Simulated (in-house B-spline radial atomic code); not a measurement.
# W⁴⁺: excited configurations

Aim: the energies of several excited configurations of W⁴⁺ above a reference configuration, each from its own self-consistent run.

The numbers are computed with in-house B-spline radial atomic code version 1 (scalar-relativistic (spin-free one-electron X2C) B97-1, spin-polarised, spherical density, exact exchange averaged over the configuration, Fermi nucleus, basis-set limit), except any that are marked as measured or tabulated.

**1. What is computed**

* element: tungsten (Z = 74)
* charge: +4
* electrons: 70
* configuration: [Xe] 4f14 5d2
* Hamiltonian: scalar-relativistic (X2C)
* nucleus: Fermi, rms radius 5.366 fm

The outer shells:

[Xe] 4f14 5d2
```
[Xe] core
4f [↑↓][↑↓][↑↓][↑↓][↑↓][↑↓][↑↓]
5d [↑ ][↑ ][  ][  ][  ]
```

Where spins are not typed, each open shell is filled with up spins first.

Settings of the run:

```ini
Z = 74
electrons = 70.0
configuration = [Xe] 4f14 5d2
hamiltonian = x2c
method = b97_1
spin_polarised = True
nucleus = fermi
rms_radius = 5.3658
mass_number = 184
atomic_mass = 183.95093318
speed_of_light = 137.035999084
exact_exchange = averaged over the configuration
```

This reference run was done before. Its total energy is -16140.287955 hartree, and its levels are (the highest eight at most):

| orbital | occupation | energy (eV) | <r> (bohr) |
| --- | --- | --- | --- |
| 4d down | 5 | -288.53 | 0.5117 |
| 5s up | 1 | -125.85 | 1.065 |
| 5s down | 1 | -124.48 | 1.061 |
| 5p up | 3 | -88.744 | 1.224 |
| 5p down | 3 | -86.918 | 1.220 |
| 4f up | 7 | -80.496 | 0.6043 |
| 4f down | 7 | -80.244 | 0.6013 |
| 5d up | 2 | -45.469 | 1.651 |

**2. Configuration [Kr] 4d9 4f14 5s2 5p6 5d2 5f1**

Settings: those of step 1 with these lines changed.

```diff
@@ -2,3 +2,3 @@
 electrons = 70.0
-configuration = [Xe] 4f14 5d2
+configuration = [Kr] 4d9 4f14 5s2 5p6 5d2 5f1
 hamiltonian = x2c
```

The run is started by

```
$ python run_scf.py task.json out
```

The settings of every run stand in task.json; they run in order.

From the run's result record (rounded, not every field):

```text
{
  "status": "converged",
  "scf [iteration, energy, orbital gradient]": [
    [1, -16127.7730282, 0.501],
    [2, -16128.858429, 0.224],
    [3, -16130.1688796, 0.059],
    [4, -16130.210035, 0.0126],
    [5, -16130.211077, 0.00931],
    [6, -16130.2133908, 0.00164],
    [7, -16130.2134301, 0.000312],
    [8, -16130.2134329, 2.84e-05],
    [9, -16130.2134329, 1.83e-06],
    [10, -16130.2134329, 1.91e-07]
  ],
  "energy [hartree]": {"total": -16130.2134329, "kinetic": 18182.3341231, "nuclear": -40157.5260497, "coulomb": 6170.54071804, "exact_exchange": -66.9893197291, "xc": -258.572904625},
  "orbitals [hartree, bohr; first row names the columns]": [
    ["name", "occ", "eps", "<r>"],
    ["1s up", 1.0, -2552.3728, 0.017544],
    ["1s down", 1.0, -2552.3724, 0.017544],
    ["2s up", 1.0, -443.73711, 0.076761],
    ["2s down", 1.0, -443.69891, 0.076759],
    ["2p up", 3.0, -389.67757, 0.06888],
    ["2p down", 3.0, -389.64379, 0.068877],
    ["3s up", 1.0, -104.51778, 0.20049],
    ["3s down", 1.0, -104.49675, 0.20046],
    ["3p up", 3.0, -88.367533, 0.2005],
    ["3p down", 3.0, -88.344218, 0.20047],
    ["3d up", 5.0, -69.18371, 0.18227],
    ["3d down", 5.0, -69.146114, 0.18232],
    ["4s up", 1.0, -23.649734, 0.44872],
    ["4s down", 1.0, -23.565132, 0.44883],
    ["4p up", 3.0, -18.288916, 0.47564],
    ["4p down", 3.0, -18.198008, 0.47588],
    ["4d up", 5.0, -11.324256, 0.50835],
    ["4d down", 4.0, -11.256447, 0.50871],
    ["4f up", 7.0, -3.620155, 0.58343],
    ["4f down", 7.0, -3.5527505, 0.58344],
    ["5s up", 1.0, -5.0427542, 1.0435],
    ["5s down", 1.0, -4.9746334, 1.0401],
    ["5p up", 3.0, -3.6228367, 1.1879],
    ["5p down", 3.0, -3.539497, 1.185],
    ["5d up", 2.0, -1.9307442, 1.5545],
    ["5f up", 1.0, -0.75658286, 3.0906]
  ],
  "sum_r [bohr^k]": {"-1": 561.3189, "1": 35.92722, "2": 39.72074},
  "energy_minus_base [hartree]": 10.0745218
}
```

It took 0.6 s on 1 thread, shared host.

energy_minus_base is the energy less that of the reference run.

**3. Configuration [Xe] 4f13 5d3**

Settings: those of step 2 with these lines changed.

```diff
@@ -2,3 +2,3 @@
 electrons = 70.0
-configuration = [Kr] 4d9 4f14 5s2 5p6 5d2 5f1
+configuration = [Xe] 4f13 5d3
 hamiltonian = x2c
```

Results of the run:

```text
{
  "status": "converged",
  "scf [iteration, energy, orbital gradient]": [
    [1, -16136.6796937, 0.504],
    [2, -16137.8392077, 0.202],
    [3, -16138.9504115, 0.056],
    [4, -16138.9863647, 0.0125],
    [5, -16138.9874167, 0.00796],
    [6, -16138.9892932, 0.00214],
    [7, -16138.9893432, 0.000296],
    [8, -16138.9893458, 3.28e-05],
    [9, -16138.9893459, 2.23e-06],
    [10, -16138.9893459, 6.25e-08]
  ],
  "energy [hartree]": {"total": -16138.9893459, "kinetic": 18191.3436403, "nuclear": -40196.9617473, "coulomb": 6193.03683291, "exact_exchange": -67.3032530935, "xc": -259.104818663},
  "orbitals [hartree, bohr; first row names the columns]": [
    ["name", "occ", "eps", "<r>"],
    ["1s up", 1.0, -2551.8318, 0.017544],
    ["1s down", 1.0, -2551.8321, 0.017544],
    ["2s up", 1.0, -443.22377, 0.076769],
    ["2s down", 1.0, -443.21393, 0.076768],
    ["2p up", 3.0, -389.15531, 0.068889],
    ["2p down", 3.0, -389.1468, 0.068887],
    ["3s up", 1.0, -104.19439, 0.20055],
    ["3s down", 1.0, -104.16439, 0.20052],
    ["3p up", 3.0, -88.041199, 0.20058],
    ["3p down", 3.0, -88.009478, 0.20054],
    ["3d up", 5.0, -68.83017, 0.1824],
    ["3d down", 5.0, -68.798591, 0.18236],
    ["4s up", 1.0, -23.35307, 0.44889],
    ["4s down", 1.0, -23.295349, 0.44898],
    ["4p up", 3.0, -17.993494, 0.47595],
    ["4p down", 3.0, -17.935413, 0.47607],
    ["4d up", 5.0, -11.031514, 0.50906],
    ["4d down", 5.0, -10.965598, 0.50919],
    ["5s up", 1.0, -4.8253725, 1.0509],
    ["5s down", 1.0, -4.7313817, 1.0462],
    ["5p up", 3.0, -3.4274794, 1.2012],
    ["5p down", 3.0, -3.3131764, 1.1989],
    ["4f up", 7.0, -3.3492193, 0.58738],
    ["4f down", 6.0, -3.2923026, 0.58556],
    ["5d up", 3.0, -1.7669107, 1.5946]
  ],
  "sum_r [bohr^k]": {"-1": 561.8507, "1": 34.58153, "2": 32.26061},
  "energy_minus_base [hartree]": 1.29860883
}
```

Wall time 0.55 s (1 thread, shared host).

**4. [Kr] 4d9 4f14 5s2 5p6 5d2 6s1**

Settings: those of step 3 with these lines changed.

```diff
@@ -2,3 +2,3 @@
 electrons = 70.0
-configuration = [Xe] 4f13 5d3
+configuration = [Kr] 4d9 4f14 5s2 5p6 5d2 6s1
 hamiltonian = x2c
```

Results of the run:

```text
{
  "status": "converged",
  "scf [iteration, energy, orbital gradient]": [
    [1, -16128.7237265, 0.501],
    [2, -16129.7969909, 0.218],
    [3, -16130.985249, 0.0575],
    [4, -16131.0229295, 0.0118],
    [5, -16131.0236947, 0.00925],
    [6, -16131.0259084, 0.002],
    [7, -16131.0259515, 0.000305],
    [8, -16131.025954, 2.98e-05],
    [9, -16131.025954, 1.56e-06],
    [10, -16131.025954, 4.62e-08]
  ],
  "energy [hartree]": {"total": -16131.025954, "kinetic": 18183.462133, "nuclear": -40165.0370125, "coulomb": 6176.24215799, "exact_exchange": -67.0378790075, "xc": -258.655353499},
  "orbitals [hartree, bohr; first row names the columns]": [
    ["name", "occ", "eps", "<r>"],
    ["1s up", 1.0, -2552.2806, 0.017544],
    ["1s down", 1.0, -2552.2781, 0.017544],
    ["2s up", 1.0, -443.65139, 0.076761],
    ["2s down", 1.0, -443.61195, 0.07676],
    ["2p up", 3.0, -389.5909, 0.068881],
    ["2p down", 3.0, -389.55638, 0.068878],
    ["3s up", 1.0, -104.43667, 0.20049],
    ["3s down", 1.0, -104.41471, 0.20046],
    ["3p up", 3.0, -88.285673, 0.2005],
    ["3p down", 3.0, -88.262108, 0.20047],
    ["3d up", 5.0, -69.101374, 0.18227],
    ["3d down", 5.0, -69.063723, 0.18232],
    ["4s up", 1.0, -23.56932, 0.4487],
    ["4s down", 1.0, -23.482834, 0.44882],
    ["4p up", 3.0, -18.207403, 0.47567],
    ["4p down", 3.0, -18.115518, 0.47587],
    ["4d up", 5.0, -11.242753, 0.50842],
    ["4d down", 4.0, -11.173952, 0.50871],
    ["4f up", 7.0, -3.5394977, 0.58386],
    ["4f down", 7.0, -3.4712212, 0.58378],
    ["5s up", 1.0, -4.971168, 1.0435],
    ["5s down", 1.0, -4.897866, 1.0412],
    ["5p up", 3.0, -3.5509541, 1.1917],
    ["5p down", 3.0, -3.4660389, 1.1876],
    ["5d up", 2.0, -1.8698245, 1.5708],
    ["6s up", 1.0, -1.5438481, 2.3672]
  ],
  "sum_r [bohr^k]": {"-1": 561.4225, "1": 35.26257, "2": 35.24723},
  "energy_minus_base [hartree]": 9.26200065
}
```

Wall time 0.59 s (1 thread, shared host).

**5. [Xe] 4f13 5d2 5f1**

Settings: those of step 4 with these lines changed.

```diff
@@ -2,3 +2,3 @@
 electrons = 70.0
-configuration = [Kr] 4d9 4f14 5s2 5p6 5d2 6s1
+configuration = [Xe] 4f13 5d2 5f1
 hamiltonian = x2c
```

Results of the run:

```text
{
  "status": "converged",
  "scf [iteration, energy, orbital gradient]": [
    [1, -16135.5490329, 0.504],
    [2, -16136.7345419, 0.202],
    [3, -16137.8509588, 0.052],
    [4, -16137.8839129, 0.0117],
    [5, -16137.8853884, 0.00663],
    [6, -16137.8867382, 0.002],
    [7, -16137.8867867, 0.00029],
    [8, -16137.886789, 2.58e-05],
    [9, -16137.886789, 1.58e-06],
    [10, -16137.886789, 1.62e-07]
  ],
  "energy [hartree]": {"total": -16137.886789, "kinetic": 18190.3331451, "nuclear": -40178.778537, "coulomb": 6176.5581289, "exact_exchange": -67.1921164014, "xc": -258.807409596},
  "orbitals [hartree, bohr; first row names the columns]": [
    ["name", "occ", "eps", "<r>"],
    ["1s up", 1.0, -2552.0797, 0.017544],
    ["1s down", 1.0, -2552.08, 0.017544],
    ["2s up", 1.0, -443.4719, 0.076769],
    ["2s down", 1.0, -443.46456, 0.076768],
    ["2p up", 3.0, -389.40391, 0.068888],
    ["2p down", 3.0, -389.39761, 0.068887],
    ["3s up", 1.0, -104.43468, 0.20055],
    ["3s down", 1.0, -104.40489, 0.20051],
    ["3p up", 3.0, -88.281559, 0.20058],
    ["3p down", 3.0, -88.250136, 0.20053],
    ["3d up", 5.0, -69.071171, 0.1824],
    ["3d down", 5.0, -69.040941, 0.18235],
    ["4s up", 1.0, -23.590788, 0.4489],
    ["4s down", 1.0, -23.534546, 0.44898],
    ["4p up", 3.0, -18.231318, 0.47596],
    ["4p down", 3.0, -18.174704, 0.47607],
    ["4d up", 5.0, -11.268713, 0.50901],
    ["4d down", 5.0, -11.205049, 0.50919],
    ["5s up", 1.0, -5.0341701, 1.0449],
    ["5s down", 1.0, -4.9608664, 1.0416],
    ["5p up", 3.0, -3.6173897, 1.1895],
    ["5p down", 3.0, -3.5295913, 1.1872],
    ["4f up", 7.0, -3.5840594, 0.58539],
    ["4f down", 6.0, -3.5301831, 0.5846],
    ["5d up", 2.0, -1.9286334, 1.5568],
    ["5f up", 1.0, -0.75646751, 3.0919]
  ],
  "sum_r [bohr^k]": {"-1": 561.6053, "1": 35.90251, "2": 39.70772},
  "energy_minus_base [hartree]": 2.40116572
}
```

Run time: 0.59 s. Hardware: 1 thread, shared host.

**6. [Xe] 4f13 5d2 6f1**

Settings: those of step 5 with these lines changed.

```diff
@@ -2,3 +2,3 @@
 electrons = 70.0
-configuration = [Xe] 4f13 5d2 5f1
+configuration = [Xe] 4f13 5d2 6f1
 hamiltonian = x2c
```

Results of the run:

```text
{
  "status": "converged",
  "scf [iteration, energy, orbital gradient]": [
    [1, -16135.2234709, 0.504],
    [2, -16136.5609627, 0.2],
    [3, -16137.5621481, 0.0499],
    [4, -16137.5890857, 0.0129],
    [5, -16137.5904085, 0.00643],
    [6, -16137.5915081, 0.00242],
    [7, -16137.5915708, 0.000258],
    [8, -16137.5915723, 3.58e-05],
    [9, -16137.5915723, 4.23e-06],
    [10, -16137.5915723, 1.73e-06],
    [11, -16137.5915723, 2.91e-07]
  ],
  "energy [hartree]": {"total": -16137.5915723, "kinetic": 18190.0473017, "nuclear": -40169.0575728, "coulomb": 6167.358072, "exact_exchange": -67.1881259725, "xc": -258.751247269},
  "orbitals [hartree, bohr; first row names the columns]": [
    ["name", "occ", "eps", "<r>"],
    ["1s up", 1.0, -2552.2112, 0.017544],
    ["1s down", 1.0, -2552.2114, 0.017544],
    ["2s up", 1.0, -443.60406, 0.076769],
    ["2s down", 1.0, -443.59657, 0.076768],
    ["2p up", 3.0, -389.53598, 0.068888],
    ["2p down", 3.0, -389.52953, 0.068887],
    ["3s up", 1.0, -104.56779, 0.20055],
    ["3s down", 1.0, -104.5382, 0.20051],
    ["3p up", 3.0, -88.414646, 0.20058],
    ["3p down", 3.0, -88.38342, 0.20053],
    ["3d up", 5.0, -69.204186, 0.1824],
    ["3d down", 5.0, -69.174078, 0.18235],
    ["4s up", 1.0, -23.723499, 0.44889],
    ["4s down", 1.0, -23.667445, 0.44898],
    ["4p up", 3.0, -18.363945, 0.47595],
    ["4p down", 3.0, -18.307493, 0.47606],
    ["4d up", 5.0, -11.401271, 0.509],
    ["4d down", 5.0, -11.337725, 0.50918],
    ["5s up", 1.0, -5.1668888, 1.0444],
    ["5s down", 1.0, -5.0930854, 1.0416],
    ["5p up", 3.0, -3.7487652, 1.1876],
    ["5p down", 3.0, -3.6616448, 1.1868],
    ["4f up", 7.0, -3.7165379, 0.58532],
    ["4f down", 6.0, -3.662861, 0.58454],
    ["5d up", 2.0, -2.0507603, 1.5399],
    ["6f up", 1.0, -0.51034939, 5.627]
  ],
  "sum_r [bohr^k]": {"-1": 561.4739, "1": 38.39519, "2": 64.65852},
  "energy_minus_base [hartree]": 2.69638237
}
```

Run time: 0.71 s. Hardware: 1 thread, shared host.

Radial density 4πr²n(r) and radial functions P(r) = rR(r):

| r (bohr) | 4πr²n | 4f down | 5d up | 6f up |
| --- | --- | --- | --- | --- |
| 0.00231 | 35.18 | 0.0000 | 0.0001 | 0.0000 |
| 0.00371 | 57.84 | 0.0000 | 0.0002 | 0.0000 |
| 0.00598 | 84.77 | 0.0000 | 0.0008 | 0.0000 |
| 0.00963 | 103.2 | 0.0001 | 0.0029 | 0.0000 |
| 0.0155 | 98.93 | 0.0004 | 0.0096 | 0.0001 |
| 0.0250 | 89.24 | 0.0024 | 0.0301 | 0.0003 |
| 0.0402 | 118.0 | 0.0121 | 0.0829 | 0.0016 |
| 0.0648 | 132.1 | 0.0534 | 0.1862 | 0.0069 |
| 0.104 | 104.2 | 0.1935 | 0.2870 | 0.0249 |
| 0.168 | 123.0 | 0.5454 | 0.1795 | 0.0696 |
| 0.270 | 65.71 | 1.0640 | -0.2393 | 0.1315 |
| 0.436 | 75.08 | 1.3298 | -0.4070 | 0.1439 |
| 0.701 | 32.23 | 1.0110 | 0.1947 | 0.0382 |
| 1.13 | 13.92 | 0.4522 | 0.8559 | -0.1676 |
| 1.82 | 3.028 | 0.1029 | 0.7383 | -0.3422 |
| 2.93 | 0.1532 | 0.0082 | 0.2240 | -0.1734 |
| 4.72 | 0.1532 | 0.0001 | 0.0163 | 0.3907 |
| 7.59 | 0.1261 | 0.0000 | 0.0001 | 0.3552 |
| 12.2 | 0.001061 | 0.0000 | 0.0000 | 0.0326 |
| 19.7 | 6.389e-08 | 0.0000 | 0.0000 | 0.0003 |

On the record's full grid the radial density has clear maxima near r = 0.012, 0.051, 0.17, 0.44, 6.0 bohr.

**7. [Kr] 4d10 4f14 5s2 5p5 5d2 6d1**

Settings: those of step 6 with these lines changed.

```diff
@@ -2,3 +2,3 @@
 electrons = 70.0
-configuration = [Xe] 4f13 5d2 6f1
+configuration = [Kr] 4d10 4f14 5s2 5p5 5d2 6d1
 hamiltonian = x2c
```

Results of the run:

```text
{
  "status": "converged",
  "scf [iteration, energy, orbital gradient]": [
    [1, -16136.1014479, 0.504],
    [2, -16137.4446904, 0.102],
    [3, -16137.7565221, 0.0419],
    [4, -16137.7761227, 0.0109],
    [5, -16137.7766434, 0.00845],
    [6, -16137.7783685, 0.00205],
    [7, -16137.7784145, 0.000272],
    [8, -16137.7784169, 4.03e-05],
    [9, -16137.778417, 9.49e-06],
    [10, -16137.778417, 8.07e-07],
    [11, -16137.778417, 4.38e-08]
  ],
  "energy [hartree]": {"total": -16137.778417, "kinetic": 18189.2952086, "nuclear": -40193.2518842, "coulomb": 6192.75121707, "exact_exchange": -67.3736523872, "xc": -259.199306039},
  "orbitals [hartree, bohr; first row names the columns]": [
    ["name", "occ", "eps", "<r>"],
    ["1s up", 1.0, -2551.8745, 0.017544],
    ["1s down", 1.0, -2551.8697, 0.017544],
    ["2s up", 1.0, -443.21009, 0.076765],
    ["2s down", 1.0, -443.20078, 0.076764],
    ["2p up", 3.0, -389.14948, 0.068883],
    ["2p down", 3.0, -389.13896, 0.068883],
    ["3s up", 1.0, -104.10203, 0.20052],
    ["3s down", 1.0, -104.09642, 0.20052],
    ["3p up", 3.0, -87.949985, 0.20054],
    ["3p down", 3.0, -87.943017, 0.20054],
    ["3d up", 5.0, -68.746015, 0.18235],
    ["3d down", 5.0, -68.737802, 0.18236],
    ["4s up", 1.0, -23.292841, 0.44973],
    ["4s down", 1.0, -23.280272, 0.44977],
    ["4p up", 3.0, -17.946988, 0.47729],
    ["4p down", 3.0, -17.933731, 0.47737],
    ["4d up", 5.0, -11.001191, 0.51185],
    ["4d down", 5.0, -10.986784, 0.5114],
    ["4f up", 7.0, -3.3464155, 0.60146],
    ["4f down", 7.0, -3.3234938, 0.59621],
    ["5s up", 1.0, -4.9953256, 1.0557],
    ["5s down", 1.0, -4.8667973, 1.051],
    ["5p up", 3.0, -3.6063595, 1.2019],
    ["5p down", 2.0, -3.4806125, 1.2022],
    ["5d up", 2.0, -1.9440141, 1.5608],
    ["6d up", 1.0, -0.83721866, 3.7384]
  ],
  "sum_r [bohr^k]": {"-1": 561.8003, "1": 36.27002, "2": 43.70941},
  "energy_minus_base [hartree]": 2.50953772
}
```

Wall time 0.67 s (1 thread, shared host).

**8. The excitation energies**

| net move | configuration | 2|M_S|+1 | energy above the reference (eV) | largest <r> (bohr) |
| --- | --- | --- | --- | --- |
| 4f → 5d | [Xe] 4f13 5d3 | 5 | 35.337 | 1.59 |
| 4f → 5f | [Xe] 4f13 5d2 5f1 | 5 | 65.339 | 3.09 |
| 5p → 6d | [Kr] 4d10 4f14 5s2 5p5 5d2 6d1 | 5 | 68.288 | 3.74 |
| 4f → 6f | [Xe] 4f13 5d2 6f1 | 5 | 73.372 | 5.63 |
| 4d → 6s | [Kr] 4d9 4f14 5s2 5p6 5d2 6s1 | 5 | 252.03 | 2.37 |
| 4d → 5f | [Kr] 4d9 4f14 5s2 5p6 5d2 5f1 | 5 | 274.14 | 3.09 |

What this shows: The energies run from 35.337 eV (4f → 5d) to 274.14 eV (4d → 5f). 3 of them lie more than 60 % above minus the reference's highest level (45.469 eV), in the range where a state can decay by emitting an electron. Two partly filled shells share a symmetry and can mix in the average, which may lower the energy, for: 5p → 6d. The reference has 2|M_S|+1 = 3; 6 of the configurations differ from it in spin. These are spherical averages at the typed spins, not spectroscopic levels.
